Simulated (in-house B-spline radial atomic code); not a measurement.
**Ba²⁺: density, ELF and screening along the radius**

How do the shells of Ba²⁺ show in real space, and how much do the settings move them?

The numbers are computed with in-house B-spline radial atomic code version 1 (several methods, spin-polarised, as named in each step; spherical all-electron atom at the radial basis limit), except any that are marked as measured or tabulated.

## Step 1: What is computed

- element: barium (Z = 56)
- charge: +2
- electrons: 54
- configuration: [Kr] 4d10 5s2 5p6
- nucleus: point (non-relativistic runs) or finite (X2C runs)

The outer shells:

[Kr] 4d10 5s2 5p6
```
[Kr] core
4d [↑↓][↑↓][↑↓][↑↓][↑↓]
5s [↑↓]
5p [↑↓][↑↓][↑↓]
```

Where spins are not typed, each open shell is filled with up spins first.

## Step 2: LDA (VWN5), non-rel.

The run's settings:

```ini
Z = 56
electrons = 54.0
configuration = [Kr] 4d10 5s2 5p6
hamiltonian = nr
method = lda,vwn
spin_polarised = True
```

Started as:

```bash
$ python run_scf.py task.json out
```

The settings of every run stand in task.json; they run in order.

## Step 3: PBE, non-rel.

The run's settings:

```ini
Z = 56
electrons = 54.0
configuration = [Kr] 4d10 5s2 5p6
hamiltonian = nr
method = pbe,pbe
spin_polarised = True
```

## Step 4: Hartree-Fock, non-rel.

The run's settings:

```ini
Z = 56
electrons = 54.0
configuration = [Kr] 4d10 5s2 5p6
hamiltonian = nr
method = hf
spin_polarised = True
```

## Step 5: r2SCAN, non-rel.

Changes to the settings of step 4:

```diff
@@ -4,3 +4,3 @@
 hamiltonian = nr
-method = hf
+method = r2scan
 spin_polarised = True
```

Q: How large is the system in each run, where do the shell borders lie, and what is the highest level?

The runs gave:

| run | total energy (hartree) | highest level (eV) | radius holding 50 / 90 / 99 % (bohr) | radius at n = 0.001 (bohr) | ELF minima on the full grid (bohr) |
| --- | --- | --- | --- | --- | --- |
| LDA (VWN5), non-rel. | -7879.5542 | -30.929 | 0.401 / 1.59 / 2.90 | 3.77 | 0.044, 0.15, 0.44, 1.2 |
| PBE, non-rel. | -7885.1859 | -30.771 | 0.401 / 1.59 / 2.90 | 3.77 | 0.044, 0.15, 0.44, 1.3 |
| Hartree-Fock, non-rel. | -7883.0589 | -35.971 | 0.401 / 1.60 / 2.91 | 3.78 | 0.044, 0.15, 0.44, 1.3 |
| r2SCAN, non-rel. | -7885.7608 | -31.229 | 0.401 / 1.60 / 2.89 | 3.76 | 0.044, 0.15, 0.44, 1.2 |

In the first run ELF has 4 minima on the grid, which mark the borders between shells. On the record's full grid the screened charge (r times the electrostatic potential) falls from 55.9 near the nucleus to 2.00 at 6.7 bohr; far out it tends to the net charge, 2. The grid is coarse (about 23 % a step), so the places of minima are rough.

Members of this set that are not shown: 1 used exact exchange with fractional occupations of an open shell, which is unsound here.
